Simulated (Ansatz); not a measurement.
Crystal: HfIn4SiO6.

```xyz
12
Lattice="2.7159 -4.7036 0.0083 2.7159 4.7036 0.0083 -1.8792 0.0000 7.4013" Properties=species:S:1:pos:R:3 pbc="T T T"
Hf    2.7159   -2.7125    0.0083
In    1.7763   -1.1453    3.7090
In    2.7159    0.4231    0.0083
In    1.7763    2.0313    3.7090
In    1.7763   -4.3098    3.7090
Si    2.7159    3.5589    0.0083
O    -1.1497    0.2444    6.4159
O     4.7022    0.2444    1.0021
O     1.9910   -1.2091    6.4253
O     1.5616   -1.2091    0.9927
O     1.8741    2.2355    0.9933
O     1.6785    2.2355    6.4246
```

The cell was built by a generator and needn't be a form met in nature.

* Program: Ansatz 0.2.0
* Task: relaxation of cell and atoms
* Functional: r2SCAN
* Potentials or basis: Ansatz PAW
* Cutoff: 500 eV (not typed: the program's choice for these potentials)
* k mesh: 4 × 4 × 3
* Occupations: fermi-dirac, width 0.05 eV
* Spin: no spin polarisation

At the start: volume 15.77 Å³/atom.

Q: Where does the relaxation end?

A: It ends after 6 steps and the volume is 15.12 Å³/atom (-4.1 %); space group C2 (No. 5, to 0.05 Å).

Step by step:
```
step  energy change (eV)  largest force (eV/Å)  volume (Å³)
   1              0.0000                0.3094       189.24
   2             -0.0676                0.4108       178.20
   3             -0.1062                0.1951       181.58
   4             -0.1123                0.0362       181.57
   5             -0.1126                0.0088       181.39
   6             -0.1099                0.0088       181.39
```

Final structure:
```cif
data_structure
_symmetry_space_group_name_H-M 'P 1'
_symmetry_Int_Tables_number 1
_cell_length_a 5.3666
_cell_length_b 5.3666
_cell_length_c 7.4980
_cell_angle_alpha 96.986
_cell_angle_beta 96.986
_cell_angle_gamma 120.005
_cell_volume 181.39
loop_
_atom_site_label
_atom_site_type_symbol
_atom_site_fract_x
_atom_site_fract_y
_atom_site_fract_z
_atom_site_occupancy
Hf1 Hf 0.78825 0.21175 0.00000 1
In1 In 0.62130 0.37870 0.50000 1
In2 In 0.45490 0.54510 0.00000 1
In3 In 0.28548 0.71452 0.50000 1
In4 In 0.95790 0.04210 0.50000 1
Si1 Si 0.12158 0.87842 0.00000 1
O1 O 0.06295 0.11411 0.86555 1
O2 O 0.88589 0.93705 0.13445 1
O3 O 0.79444 0.53846 0.86557 1
O4 O 0.46154 0.20556 0.13443 1
O5 O 0.15451 0.62989 0.13436 1
O6 O 0.37011 0.84549 0.86564 1
```

Caveat: the plane-wave basis is chosen anew once the cell has moved, so the energies of steps on either side of that aren't comparable; the PAW data sets come from PBE, with cores solved anew for the run's functional, which leaves a small shift of forces and pressure.
